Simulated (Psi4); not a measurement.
# UCCSD(T)/def2-SVP (core potential) run of InNH2Cl (SMILES [NH2][In][Cl])

What is the vertical ionisation energy of InNH2Cl at UCCSD(T)/def2-SVP (core potential)? 

The calculation is run with Psi4 1.11.

5 further runs of the same task are left out: 5 that didn't finish.

### Step 1. Starting point

InNH2Cl: 5 atoms, total charge 0, spin state doublet. SMILES: `[NH2][In][Cl]`. Geometry: relaxed at PBE0-D4/def2-TZVP. This is one conformer, not always the lowest.

Bond lengths: N1–In2 2.072 Å, In2–Cl3 2.369 Å, N1–H4 1.015 Å, N1–H5 1.017 Å. Angles: N1–In2–Cl3 113.1°, In2–N1–H4 113.0°, In2–N1–H5 110.3°, H4–N1–H5 107.4°.

### Step 2. The energy at UCCSD(T)/def2-SVP (core potential)

The input, input.dat:

```
memory 2.2 GB

molecule system {
  0 2
  N
  In 1 r2
  Cl 2 r3 1 a3
  H 1 r4 2 a4 3 d4
  H 1 r5 4 a5 2 d5

  r2 = 2.072358
  r3 = 2.369007
  a3 = 113.1207
  r4 = 1.014642
  a4 = 113.009
  d4 = -164.07964
  r5 = 1.017033
  a5 = 107.38364
  d5 = -121.86895
  symmetry c1
  no_reorient
  no_com
}

set {
  reference       uhf
  puream          true
  e_convergence   1e-09
  d_convergence   1e-08
  scf_type        pk
  num_frozen_docc 10
  maxiter         100
}

e_tot, wfn = energy("ccsd(t)/def2-SVP", return_wfn=True)
```

Started as:

```bash
$ psi4 -n 1 input.dat output.dat
```

output.dat:

```text
[...]
    !!!  WARNING: ECP capability is in beta. Please check occupations closely.  !!!
[...]
  Running in c1 symmetry.
[...]
  Nuclear repulsion =  154.716506523154180
[...]
  Multiplicity = 2
[...]
  Nalpha       = 24
  Nbeta        = 23
[...]
    Number of basis functions: 68
[...]
   @UHF iter   1:  -704.00628728426454   -1.50767e+00   8.09135e-03 DIIS/ADIIS
[...]
   @UHF iter  17:  -704.17456300016022   -2.61480e-12   4.91192e-09 DIIS
[...]
   @S^2 Observed:                7.704486362E-01
[...]
    Orbital Energies [Eh]
    ---------------------
    Alpha Occupied:
       1A   -104.745952     2A    -15.552357     3A    -10.507932
       4A     -7.984026     5A     -7.979918     6A     -7.979864
       7A     -5.409211     8A     -3.667275     9A     -3.663854
      10A     -3.659847    11A     -1.123916    12A     -1.077923
      13A     -1.052059    14A     -1.049583    15A     -1.048655
      16A     -1.032721    17A     -1.004929    18A     -0.633944
      19A     -0.568739    20A     -0.482348    21A     -0.434780
      22A     -0.429105    23A     -0.419872    24A     -0.325575
    Alpha Virtual:
      25A      0.031949    26A      0.100786    27A      0.115649
[...]
  @UHF Final Energy:  -704.17456300016022
   => Energetics <=
    Nuclear Repulsion Energy =            154.7165065231541803
    One-Electron Energy =               -1354.6589759733878964
    Two-Electron Energy =                 495.7679064500733830
    Total Energy =                       -704.1745630001602194
  UHF NO Occupations:
  HONO-2 :   22  A 1.9991145
  HONO-1 :   23  A 1.9913654
[...]
 Multipole Moments:
 ------------------------------------------------------------------------------------
     Multipole            Electronic (a.u.)      Nuclear  (a.u.)        Total (a.u.)
 ------------------------------------------------------------------------------------
 L = 1.  Multiply by 2.5417464519 to convert [e a0] to [Debye]
 Dipole X            :         -0.7564020            1.2383142            0.4819121
 Dipole Y            :         30.2538681          -28.9179590            1.3359091
 Dipole Z            :          5.7091934           -6.0162438           -0.3070504
 Magnitude           :                                                    1.4529874
[...]
      * MP2 total energy                      = -704.547642050892932
[...]
      * CCSD total energy                     = -704.575696716616335
[...]
      * CCSD(T) total energy                     = -704.587155999465381
[...]
```

It took 2.7 min on 1 thread of Intel Xeon at 2.50GHz (Skylake/Cascade Lake), shared host; peak memory 0.33 GiB.

### Step 3. The singlet cation at the same level

The input, calc.py:

```python
import psi4

psi4.set_memory('2200 MB')
psi4.set_num_threads(1)
psi4.set_output_file('output.dat', False)

mol = psi4.geometry("""
1 1
N
In 1 2.072358
Cl 2 2.369007 1 113.1207
H 1 1.014642 2 113.009 3 -164.07964
H 1 1.017033 4 107.38364 2 -121.86895
symmetry c1
""")

psi4.set_options({
    'puream': True,
    'e_convergence': 1e-09,
    'd_convergence': 1e-08,
    'scf_type': 'pk',
    'num_frozen_docc': 10,
})

e_tot = psi4.energy('ccsd(t)/def2-SVP', molecule=mol)
print(f'ccsd(t)/def2-SVP energy: {e_tot:.10f} Eh')
```

Started as:

```bash
$ python calc.py
```

output.dat:

```text
[...]
    !!!  WARNING: ECP capability is in beta. Please check occupations closely.  !!!
[...]
  Running in c1 symmetry.
[...]
  Nuclear repulsion =  154.716506523154180
[...]
  Multiplicity = 1
[...]
  Nalpha       = 23
  Nbeta        = 23
[...]
    Number of basis functions: 68
[...]
   @RHF iter   1:  -703.66349152300643   -1.22772e+00   8.07526e-03 ADIIS/DIIS
[...]
   @RHF iter  14:  -703.87187854800709   -1.12550e-11   7.21841e-09 DIIS
[...]
    Orbital Energies [Eh]
    ---------------------
    Doubly Occupied:
       1A   -104.975422     2A    -15.791746     3A    -10.735156
       4A     -8.209437     5A     -8.206592     6A     -8.206538
       7A     -5.682571     8A     -3.940801     9A     -3.939847
      10A     -3.933677    11A     -1.356350    12A     -1.333909
      13A     -1.326220    14A     -1.323755    15A     -1.319326
      16A     -1.279135    17A     -1.225116    18A     -0.852479
      19A     -0.768564    20A     -0.679354    21A     -0.635700
      22A     -0.632794    23A     -0.606577
[...]
  @RHF Final Energy:  -703.87187854800709
   => Energetics <=
    Nuclear Repulsion Energy =            154.7165065231541803
    One-Electron Energy =               -1343.2546409870406023
    Two-Electron Energy =                 484.6662559158792760
    Total Energy =                       -703.8718785480070892
[...]
 Multipole Moments:
 ------------------------------------------------------------------------------------
     Multipole            Electronic (a.u.)      Nuclear  (a.u.)        Total (a.u.)
 ------------------------------------------------------------------------------------
 L = 1.  Multiply by 2.5417464519 to convert [e a0] to [Debye]
 Dipole X            :         -0.8161350            1.2383142            0.4221792
 Dipole Y            :         31.0578497          -28.9179590            2.1398907
 Dipole Z            :          5.7350083           -6.0162438           -0.2812355
 Magnitude           :                                                    2.1991956
[...]
      * MP2 total energy                      = -704.253078543573565
[...]
      * CCSD total energy                     = -704.279715721850039
[...]
      * CCSD(T) total energy                  = -704.294869109679894
```

The script printed:

```text
ccsd(t)/def2-SVP energy: -704.2948691097 Eh
```

Run time: 71 s. Hardware: 1 thread of Intel Xeon at 2.50GHz (Skylake/Cascade Lake), shared host; peak memory 0.33 GiB.

### Step 4. Outcome

Level: UCCSD(T)/def2-SVP (core potential), 10 core orbitals frozen.

```
                                                                   quantity          value
                                              doublet InNH2Cl: total energy  -704.58716 Eh
doublet InNH2Cl: HOMO energy (Hartree–Fock orbitals) (highest over α and β)       -8.86 eV
 doublet InNH2Cl: LUMO energy (Hartree–Fock orbitals) (lowest over α and β)       -0.06 eV
              doublet InNH2Cl: correlation energy (10 core orbitals frozen)     -412.6 mEh
                                            doublet InNH2Cl: (T) correction     -11.46 mEh
                         doublet InNH2Cl: ⟨S²⟩ of the reference determinant          0.770
                                             doublet InNH2Cl: T1 diagnostic          0.023
                                               singlet cation: total energy  -704.29487 Eh
                        singlet cation: HOMO energy (Hartree–Fock orbitals)      -16.51 eV
                        singlet cation: LUMO energy (Hartree–Fock orbitals)       -7.56 eV
                      singlet cation: HOMO–LUMO gap (Hartree–Fock orbitals)        8.94 eV
               singlet cation: correlation energy (10 core orbitals frozen)     -423.0 mEh
                                             singlet cation: (T) correction     -15.15 mEh
                                              singlet cation: T1 diagnostic          0.023
                         vertical ionisation energy (to the singlet cation)       7.954 eV
```

**Reading.** Removing an electron at fixed nuclei costs 7.95 eV (183 kcal/mol). Only the singlet of the ionised species was computed; a triplet could lie lower. The triples (doublet InNH2Cl) make up 2.8 % of the correlation energy. The T1 diagnostic (singlet cation) of 0.023 is above the customary mark for such species, so a single reference may not serve. The triples (singlet cation) make up 3.6 % of the correlation energy.
